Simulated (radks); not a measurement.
**Cu¹⁶⁺ in [Ne] 3s2 3p1: an all-electron calculation**

What are the levels of the copper ion Cu16+, how large are its shells, and how does its energy divide?

The numbers are computed with radks (a radial shooting solver on a logarithmic mesh, Libxc functionals) version 1 (Dirac Kohn-Sham, PBEsol, spin-unpolarised, spherical densities, finite nucleus; open shells fill j = l - 1/2 first), except any that are marked as measured or tabulated.

## 1. The system

- element: copper (Z = 29)
- charge: +16
- electrons: 13
- configuration: [Ne] 3s2 3p1
- nuclear rms radius: 3.8823 fm

## 2. The calculation

Input:

```text
Z 29
configuration [Ne] 3s2 3p1
relativity Dirac
functional pbe_sol,pbe_sol
spin unpolarised
j_filling energy
nucleus finite rms 3.8823 fm
c 137.035999084
```

**Question.** What will this run give?

The runs gave:

```
                        quantity                    value
                    total energy      -1524.38187 hartree
exchange-correlation share of it                   3.20 %
                            −T/E                   1.0192
          highest occupied level        3p1/2, -536.42 eV
    most extended occupied level  3s1/2, <r> = 0.596 bohr
 radius at density 0.001 e/bohr³                1.43 bohr
    maxima of the radial density                        2
         ionisation energy, NIST       553 (semi-emp.) eV
```

What this shows: 3 principal shells are occupied and 2 maxima appear in the radial density; where shells overlap, one shows as a shoulder or not at all. −T/E is 1.019: with relativity the kinetic term as defined here no longer equals −E. Minus the highest eigenvalue, 536.42 eV, is 97 % of the tabulated ionisation energy (553 eV). Spin polarisation and multiplet splitting are left out.
